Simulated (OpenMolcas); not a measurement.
# Lu²⁺ among point charges: CASSCF levels and susceptibility

How does a field of 6 point charges split the states of Lu²⁺, and what χT follows?

Program: OpenMolcas 26.06. Level of theory: state-averaged CASSCF, spin-orbit coupling by RASSI with atomic mean-field integrals. These are calculated values, not measurements, unless marked.

1 further run of the same task is left out (it didn't finish).

### Step 1. Starting point

- Species: Lu²⁺ (lutetium, Z = 71, 69 electrons)
- Basis: ANO-RCC-VDZP [7s6p4d2f1g], 68 functions
- Scalar Hamiltonian: DKH2, point nucleus
- Inactive shells: 1s 2s 2p 3s 3p 3d 4s 4p 4d 4f 5s 5p
- Active space: 1 electron in 5 orbitals (5d)
- Some configurations of this space: 5d
- Orbitals: optimised for each spin and parity, averaged over all roots

Outer shells as boxes (Hund's rule):

5d
```
5d [↑ ][  ][  ][  ][  ]
```

The ion sits among 6 point charges of -0.8 e arranged as a tetragonal octahedron (D4h), 1.96 Å from the ion, with the axial distance 2.234 Å. The active orbitals were held to one l.

Each step is its own input file, run in one work folder so that later steps find the files of earlier ones. Labels, J, g values, rates, χT and fits are worked out afterwards by a script from the matrices that RASSI stores. The input lists half of the charges; inversion (Group=XYZ) makes the rest.

### Step 2. GATEWAY and SEWARD: basis and integrals

Contents of a.inp:

```
&GATEWAY
Coord
1

Lu 0.0 0.0 0.0
Basis=ANO-RCC-VDZP
Group=XYZ
NoMove
AngMom=0.0 0.0 0.0
AMFI
XField
3 Angstrom 0
1.960000 0.000000 0.000000 -0.800000
0.000000 1.960000 0.000000 -0.800000
0.000000 0.000000 2.234400 -0.800000
&SEWARD
```

Command:

```bash
$ OMP_NUM_THREADS=1 MOLCAS_MEM=1689 MOLCAS_PROJECT=a pymolcas a.inp > a.log
```

### Step 3. Reference wave functions, doublets of even parity, 5 roots

Contents of a.inp:

```
&RASSCF
FileOrb=start.orb
Symmetry=1
Spin=2
nActEl=1 0 0
Inactive=15 19
Ras2=5 0
CIRoot=5 5 1
SDav=5
CIMx=300
Iter=120 100
PrWF=0.3
OrbListing=Nothing
MaxOrb=0
SupSym
1
20 4 5 6 7 8 10 11 12 13 14 16 17 18 19 20 23 24 25 26 27
0
>>> COPY $Project.JobIph JOB001
```

start.orb holds the contracted functions of the basis, ordered by shell, or the orbitals of the step before.

### Step 4. State interaction with spin-orbit coupling

Contents of a.inp:

```
&RASSI
NrOfJobIphs=1 5
1 2 3 4 5
IphNames
JOB001
EJob
SpinOrbit
DIPRint=1.0
SOCoupling=1000.0
Subsets=2
Property=9
'ANGMOM' 1 'ANGMOM' 2 'ANGMOM' 3 'MLTPL  1' 1 'MLTPL  1' 2 'MLTPL  1' 3
'AMFI' 1 'AMFI' 2 'AMFI' 3
SOProperty=3
'ANGMOM' 1 'ANGMOM' 2 'ANGMOM' 3
```

What does the calculation give? Wanted: spin-free ground state; first state of the same spin within the active space; lowest level; next level.

**Answer**, as computed:

| quantity | value |
| --- | --- |
| method | CASSCF |
| spin-free ground state | 2E, 2-fold in its orbital part |
| first state of the same spin within the active space | 2B2 at 2030 cm⁻¹ |
| lowest level | 2-fold E1/2, g = 0.01, 0.32, 0.32 |
| next level | 676.7 cm⁻¹ |
| χT at 300 K | 0.12 cm³ K/mol |
| effective moment at 300 K | 0.99 μB |

In words: The spin-free ground state (2E) comes to 100 % from free-ion D terms and keeps the highest spin of the shell. χT at 300 K is 0.12, against 0.38 cm³ K/mol for the spin alone, so orbital moment lowers it. The free ion's ground configuration, as NIST lists it, lies outside this active space, so the lowest level here need not be the ground level. The field of point charges can differ much from that of real complexes. This is an electrostatic model: the charges have no orbitals.
